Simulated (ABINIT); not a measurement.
The system is NbTe.

```
Te Nb
1.0
     3.70297    0.00000    0.00000
    -1.85149    3.20687    0.00000
     0.00000    0.00000    3.69421
Te Nb
1 1
Direct
  0.66667 0.33333 0.00000
  0.00000 0.00000 0.50000
```

The cell comes from a database or a generator and needn't be the stable form of this composition.

| Property | Result |
| --- | --- |
| Program | ABINIT 10.8.3 (patched build) |
| Task | relaxation of cell and atoms |
| Functional | LDA |
| Potentials or basis | JTH PAW LDA v2.0 |
| Cutoff | 435 eV |
| k mesh | 8 × 8 × 7 |
| Occupations | fermi-dirac, width 0.05 eV |
| Spin | no spin polarisation |

At the start: pressure -6.7 GPa; volume 21.93 Å³/atom.

**Question.** Where does the relaxation end?

**Answer.** Over 9 steps the energy falls by 25.8 meV/atom and the volume is 20.75 Å³/atom (-5.4 %); space group P-6m2 (No. 187, to 0.05 Å).

Step by step:
| step | energy change (eV) | largest force (eV/Å) | pressure (GPa) | volume (Å³) |
| --- | --- | --- | --- | --- |
| 1 | 0.0000 | 0.0000 | -6.72 | 43.87 |
| 2 | -0.0310 | 0.0000 | -4.31 | 42.97 |
| 3 | -0.0500 | 0.0000 | 0.40 | 41.48 |
| 4 | -0.0504 | 0.0000 | -0.01 | 41.59 |
| 5 | -0.0509 | 0.0000 | -0.26 | 41.64 |
| 6 | -0.0514 | 0.0000 | -0.31 | 41.61 |
| 7 | -0.0515 | 0.0000 | -0.13 | 41.54 |
| 8 | -0.0515 | 0.0000 | -0.02 | 41.51 |
| 9 | -0.0515 | 0.0000 | 0.00 | 41.50 |

Final structure:
```
Te Nb
1.0
     3.62063    0.00000    0.00000
    -1.81031    3.13555    0.00000
     0.00000    0.00000    3.65594
Te Nb
1 1
Direct
  0.66667 0.33333 0.00000
  0.00000 0.00000 0.50000
```
